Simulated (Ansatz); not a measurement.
**CH₂FNSSi: small, medium and large basis sets**

An exercise on one series of results from a longer session: the logs are not shown, and one member is left open.

Computed with Ansatz 0.2.0, Gaussian basis. Level: one geometry, several basis sets.

The runs, in order: PBE0-D4/def2-SVP; ωB97M-V/def2-SVP; PBE0-D4/def2-QZVPP; ωB97M-V/def2-QZVPP; the functionals' def2-TZVPP values are taken from earlier runs.

**The geometry**

The geometry comes from an earlier relaxation with PBE0-D4 in a triple-zeta def2 set; it is a stationary point, not always the lowest conformer.

7 atoms, charge 0, spin multiplicity 1.

Atoms are counted from 1 here; the program's logs count them from 0.

Bond lengths: F1–C2 1.316 Å, C2–N3 1.264 Å, C2–S5 1.779 Å, N3–Si4 1.755 Å, Si4–S5 2.172 Å, Si4–H6 1.478 Å, Si4–H7 1.478 Å. Angles: F1–C2–N3 124.1°, F1–C2–S5 117.1°, N3–C2–S5 118.7°, C2–N3–Si4 91.5°, N3–Si4–S5 83.4°, N3–Si4–H6 115.0°, N3–Si4–H7 115.0°, S5–Si4–H6 114.2°, S5–Si4–H7 114.2°, H6–Si4–H7 112.3°, C2–S5–Si4 66.4°.

The first run:

in.yaml reads:

```yaml
crystal:
  periodic: [false, false, false]
  atoms:
    - {symbol: F, position_ang: [1.147843, -1.939251, 1.137064]}
    - {symbol: C, position_ang: [0.551132, -0.929913, 0.538646]}
    - {symbol: N, position_ang: [-0.672253, -0.915863, 0.221445]}
    - {symbol: Si, position_ang: [-0.525179, 0.696602, -0.454879]}
    - {symbol: S, position_ang: [1.547917, 0.494453, 0.161709]}
    - {symbol: H, position_ang: [-1.272101, 1.746831, 0.268206]}
    - {symbol: H, position_ang: [-0.716259, 0.779139, -1.917890]}
basis:
  gaussian: {orbitals: def2-SVP}
hamiltonian: {xc: pbe0, dispersion: d4}
output: {orbitals: {seedname: orbitals}}
```

Steps of the session up to this table: PBE0-D4 in def2-SVP; ωB97M-V in def2-SVP; PBE0-D4 in def2-QZVPP; ωB97M-V in def2-QZVPP.

One of the session's tables, all rows but one given; the rest of the session is left out.

It belongs to the step «Functionals by basis». 

```
functional       basis  HOMO (eV)
   PBE0-D4    def2-SVP          ?
   PBE0-D4  def2-TZVPP      -7.83
   PBE0-D4  def2-QZVPP      -7.86
   ωB97M-V    def2-SVP      -9.86
   ωB97M-V  def2-TZVPP      -9.97
   ωB97M-V  def2-QZVPP     -10.01
```

Q: Estimate the row for PBE0-D4, def2-SVP from the others.

**Answer.** HOMO (eV): -7.76. In the column «HOMO (eV)» it is the highest.
